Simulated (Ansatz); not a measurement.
This script for a single point from an input written key by key of AlGeH₆NSi, SMILES [SiH3][Al]1[NH][GeH2]1 with Ansatz's Python interface holds a mistake.

Script `algeh6nsi.py`:
```python
"""Run AlGeH6NSi from an input written out key by key."""

import ansatz as az
import numpy as np
import pandas as pd

DECK = """
crystal:
  periodic: [false, false, false]
  atoms:
    - { symbol: Si, position_ang: [-1.4588, 1.2618, -1.3471] }
    - { symbol: Al, position_ang: [-0.293, -0.2005, -0.0097] }
    - { symbol: "N", position_ang: [0.7885, -1.7253, 0.168] }
    - { symbol: Ge, position_ang: [1.6638, -0.574, 1.4591] }
    - { symbol: H, position_ang: [-2.5977, 0.5803, -2.0484] }
    - { symbol: H, position_ang: [-2.0668, 2.3915, -0.5195] }
    - { symbol: H, position_ang: [-0.585, 1.8952, -2.3633] }
    - { symbol: H, position_ang: [0.297, -2.4182, 0.6968] }
    - { symbol: H, position_ang: [1.3217, -1.0962, 2.9366] }
    - { symbol: H, position_ang: [3.0134, -0.1657, 1.0304] }
basis:
  gaussian: def2-SVP
hamiltonian:
  xc: { name: BHLYP }
output:
  forces: true
"""

session = az.Session.from_yaml(DECK)
data = session.plan(threads=1).execute().report

for key in ("converged", "free_energy_ev", "reference_energy_ev", "n_frozen", "n_occupied", "n_virtual"):
    print(f"{key:22s} {data[key]}")
symbols = ["Si", "Al", "N", "Ge", "H", "H", "H", "H", "H", "H"]
state = data["mean_field"]["state"]
print(f"mean field: {state['energy']['hartree']:.7f} Ha, <S^2> = {abs(state['spin_squared']):.4f}, stability: {state.get('stability', {}).get('kind')}")

print("forces (eV/A)")
for symbol, f in zip(symbols, data["forces_ev_ang"]):
    print(f"  {symbol:2s} {f[0]:9.4f} {f[1]:9.4f} {f[2]:9.4f}")
charges = data["charge_distribution"]
table = pd.DataFrame({"atom": symbols, "mulliken": charges["mulliken_charges_e"], "lowdin": charges["lowdin_charges_e"]})
print(table.round(3).to_string())
print("dipole (e A):", np.round(charges["dipole_moment_e_ang"], 4) + 0.0)
```

```console
$ python algeh6nsi.py
Traceback (most recent call last):
  File "algeh6nsi.py", line 29, in <module>
    session = az.Session.from_yaml(DECK)
ansatz.RefusalError: YAML parse error: error: line 16 column 13: expected mapping start
  --> <input>:16:13
   |
14 |     - { symbol: H, position_ang: [3.0134, -0.1657, 1.0304] }
15 | basis:
16 |   gaussian: def2-SVP
   |             ^ expected mapping start
17 | hamiltonian:
18 |   xc: { name: BHLYP }
   |
```

Find the fault and give the corrected script.

The fault: basis as plain word. Mended:

```diff
--- before
+++ after
@@ -21,3 +21,3 @@
 basis:
-  gaussian: def2-SVP
+  gaussian: { orbitals: def2-SVP }
 hamiltonian:
```

After the fix:

```console
$ python algeh6nsi.py
converged              True
free_energy_ev         -72564.49015568424
reference_energy_ev    -72564.49015568424
n_frozen               0
n_occupied             [36, 36]
n_virtual              [76, 76]
mean field: -2666.6958272 Ha, <S^2> = 0.0000, stability: minimum
forces (eV/A)
  Si   -1.8161    1.1214   -0.6741
  Al    3.0107   -1.2189    1.4549
  N    -1.0196    1.4011    0.0027
  Ge   -2.7939    0.3455    0.4110
  H     0.1677    0.2152    0.0026
  H     0.3369   -0.5837   -0.3009
  H     0.1398   -0.1214    0.0310
  H     0.0078   -1.2513   -0.0450
  H     0.7508    0.2562   -0.9551
  H     1.2159   -0.1640    0.0729
  atom  mulliken  lowdin
0   Si     0.157   0.209
1   Al     0.531   0.132
2    N    -0.581  -0.090
3   Ge     0.164   0.034
4    H    -0.091  -0.070
5    H    -0.076  -0.056
6    H    -0.069  -0.050
7    H     0.123  -0.002
8    H    -0.083  -0.046
9    H    -0.075  -0.061
dipole (e A): [-0.4593  0.0062  0.0529]
```

What to keep in mind:
- Total energies depend on the basis set; only differences at equal settings carry meaning.
- The geometry is a force-field or estimated start, not a minimum of this method, and the basis set is short of its limit.
- The Löwdin charges here are taken after orthogonalising the functions within each atom; they differ from plain Löwdin charges, and their signs can be unphysical.
- The whole script took 5.4 s on 1 thread of Intel(R) Xeon(R) Platinum 8488C (Sapphire Rapids), with other jobs on the host, peak memory 0.34 GiB.

(Lines on the test bed's own set-up are left out of the output.)
